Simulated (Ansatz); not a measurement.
# TiN+ (quintet): from Hartree-Fock to the top rungs, def2-TZVPP

One table from this session's results is given with a row withheld; the runs are named, their logs left out.

Program: Ansatz 0.2.0, Gaussian basis. Level of theory: def2-TZVPP, core rule «outside noble gas», up to 10 orbitals frozen. These are calculated values, not measurements.

Plan: UHF; ROHF; CCSD(T) on UHF.

2 further runs of the same task are left out: 2 set aside as unsound or not needed.

### The geometry

The geometry is a PBE0/def2-TZVP stationary point (not a proven minimum) of the parent state, kept for this charge and spin.

2 atoms, charge 1, spin multiplicity 5.

Atoms are counted from 1 here; the program's logs count them from 0.

Bond lengths: Ti1–N2 1.607 Å.

The first run:

Contents of in.yaml:

```yaml
crystal:
  periodic: [false, false, false]
  atoms:
    - {symbol: Ti, position_ang: [0.000000, 0.000000, 0.000000]}
    - {symbol: N, position_ang: [0.000000, 0.000000, 1.607000]}
basis:
  gaussian: {orbitals: def2-TZVPP}
total_charge: 1
magnetization: {spin_polarized: true, initial_magnetization: 4}
hamiltonian: {xc: hf}
output: {orbitals: {seedname: orbitals}}
```

Launch:

```sh
ansatz run in.yaml --threads 1 --pin off --events-out ev --progress --plain --max-ram 2816MiB --backend cpu
```

Steps of the session up to this table: UHF; ROHF; CCSD(T) on UHF.

One table of the session follows, with a row left open; its other results are not shown here.

```
  method  from UCCSD(T) (meV)
    ROHF              +5988.3
     UHF              +5757.8
    UMP2                    ?
   UCCSD               +295.8
UCCSD(T)                    0
```

Estimate the missing values for UMP2.

**Answer.** from UCCSD(T) (meV): +884.0. In the column «from UCCSD(T) (meV)» it lies between UCCSD (+295.8) and UHF (+5757.8).
